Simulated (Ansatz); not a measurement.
# HfB17N18: the cost of one run

Program: Ansatz 0.2.0. Level of theory: DFT, PBE, plane-wave PAW, default files, scalar-relativistic, as far as a step names no other. These are calculated values, not measurements.

The COD entry's cell or inner coordinates are ideal or old and differ from later refinements, so a difference from it is no clean test against experiment.

## (1) The starting structure

The structure is hexagonal, space group P-6m2 (No. 187). Conventional cell: a = 7.495 Å, b = 7.495 Å, c = 6.636 Å, α = 90.00°, β = 90.00°, γ = 120.00°. Around Hf (site symmetry -6m2) lie 3 N at 1.44 Å. B (site symmetry m) has 3 N at 1.44 Å as nearest neighbours. B (site symmetry -6m2) has 3 N at 1.44 Å as nearest neighbours. B (site symmetry mm2) is surrounded by 3 N at 1.44 Å. N (site symmetry -6m2) has 3 B at 1.44 Å as nearest neighbours. Only part of the 14 independent sites is listed.

As a file:

```
Hf B N
1.0
     7.49472    0.00000    0.00000
    -3.74736    6.49062    0.00000
     0.00000    0.00000    6.63570
Hf B N
1 17 18
Direct
  0.11111 0.22222 0.25000
  0.11111 0.55556 0.25000
  0.11111 0.88889 0.25000
  0.44444 0.22222 0.25000
  0.44444 0.55556 0.25000
  0.44444 0.88889 0.25000
  0.77778 0.22222 0.25000
  0.77778 0.55556 0.25000
  0.77778 0.88889 0.25000
  0.22222 0.11111 0.75000
  0.22222 0.44444 0.75000
  0.22222 0.77778 0.75000
  0.55556 0.11111 0.75000
  0.55556 0.44444 0.75000
  0.55556 0.77778 0.75000
  0.88889 0.11111 0.75000
  0.88889 0.44444 0.75000
  0.88889 0.77778 0.75000
  0.11111 0.22222 0.75000
  0.11111 0.55556 0.75000
  0.11111 0.88889 0.75000
  0.44444 0.22222 0.75000
  0.44444 0.55556 0.75000
  0.44444 0.88889 0.75000
  0.77778 0.22222 0.75000
  0.77778 0.55556 0.75000
  0.77778 0.88889 0.75000
  0.22222 0.11111 0.25000
  0.22222 0.44444 0.25000
  0.22222 0.77778 0.25000
  0.55556 0.11111 0.25000
  0.55556 0.44444 0.25000
  0.55556 0.77778 0.25000
  0.88889 0.11111 0.25000
  0.88889 0.44444 0.25000
  0.88889 0.77778 0.25000
```

Atom 1 of the input is the impurity.

## (2) Gradients at the starting positions

Contents of input.yaml:

```yaml
crystal:
  lattice:
    - [7.49472, 0.0, 0.0]
    - [-3.74736, 6.4906179144, 0.0]
    - [0.0, 0.0, 6.6357]
  atoms:
    - { symbol: Hf, position: [0.1111111111, 0.2222222222, 0.25] }
    - { symbol: B, position: [0.1111111111, 0.5555555556, 0.25] }
    - { symbol: B, position: [0.1111111111, 0.8888888889, 0.25] }
    - { symbol: B, position: [0.4444444444, 0.2222222222, 0.25] }
    - { symbol: B, position: [0.4444444444, 0.5555555556, 0.25] }
    - { symbol: B, position: [0.4444444444, 0.8888888889, 0.25] }
    - { symbol: B, position: [0.7777777778, 0.2222222222, 0.25] }
    - { symbol: B, position: [0.7777777778, 0.5555555556, 0.25] }
    - { symbol: B, position: [0.7777777778, 0.8888888889, 0.25] }
    - { symbol: B, position: [0.2222222222, 0.1111111111, 0.75] }
    - { symbol: B, position: [0.2222222222, 0.4444444444, 0.75] }
    - { symbol: B, position: [0.2222222222, 0.7777777778, 0.75] }
    - { symbol: B, position: [0.5555555556, 0.1111111111, 0.75] }
    - { symbol: B, position: [0.5555555556, 0.4444444444, 0.75] }
    - { symbol: B, position: [0.5555555556, 0.7777777778, 0.75] }
    - { symbol: B, position: [0.8888888889, 0.1111111111, 0.75] }
    - { symbol: B, position: [0.8888888889, 0.4444444444, 0.75] }
    - { symbol: B, position: [0.8888888889, 0.7777777778, 0.75] }
    - { symbol: "N", position: [0.1111111111, 0.2222222222, 0.75] }
    - { symbol: "N", position: [0.1111111111, 0.5555555556, 0.75] }
    - { symbol: "N", position: [0.1111111111, 0.8888888889, 0.75] }
    - { symbol: "N", position: [0.4444444444, 0.2222222222, 0.75] }
    - { symbol: "N", position: [0.4444444444, 0.5555555556, 0.75] }
    - { symbol: "N", position: [0.4444444444, 0.8888888889, 0.75] }
    - { symbol: "N", position: [0.7777777778, 0.2222222222, 0.75] }
    - { symbol: "N", position: [0.7777777778, 0.5555555556, 0.75] }
    - { symbol: "N", position: [0.7777777778, 0.8888888889, 0.75] }
    - { symbol: "N", position: [0.2222222222, 0.1111111111, 0.25] }
    - { symbol: "N", position: [0.2222222222, 0.4444444444, 0.25] }
    - { symbol: "N", position: [0.2222222222, 0.7777777778, 0.25] }
    - { symbol: "N", position: [0.5555555556, 0.1111111111, 0.25] }
    - { symbol: "N", position: [0.5555555556, 0.4444444444, 0.25] }
    - { symbol: "N", position: [0.5555555556, 0.7777777778, 0.25] }
    - { symbol: "N", position: [0.8888888889, 0.1111111111, 0.25] }
    - { symbol: "N", position: [0.8888888889, 0.4444444444, 0.25] }
    - { symbol: "N", position: [0.8888888889, 0.7777777778, 0.25] }
total_charge: 1
kpoints:
  mp_grid: { grid: [3, 3, 3] }
scf:
  occupations: { method: fermi_dirac, width: 0.01 }
hamiltonian:
  xc: pbe
  pseudopotentials: { kind: paw }
output:
  forces: true
  stress: true
  populations: true
  efg:
    quadrupole_moments_barn: { Hf: 3.365, B: 0.04059, "N": 0.02044 }
    contact_densities: true
```

The run is started by

```
$ ansatz run input.yaml --threads 1 --pin off --max-ram 3072MiB --backend cpu --events-out ev --progress --plain --runs-dir out
```

**Question.** How long does this run take on 1 thread of Arm Neoverse V1, shared host, and how much memory does it need?

About 46 s, with a peak of 0.67 GiB.
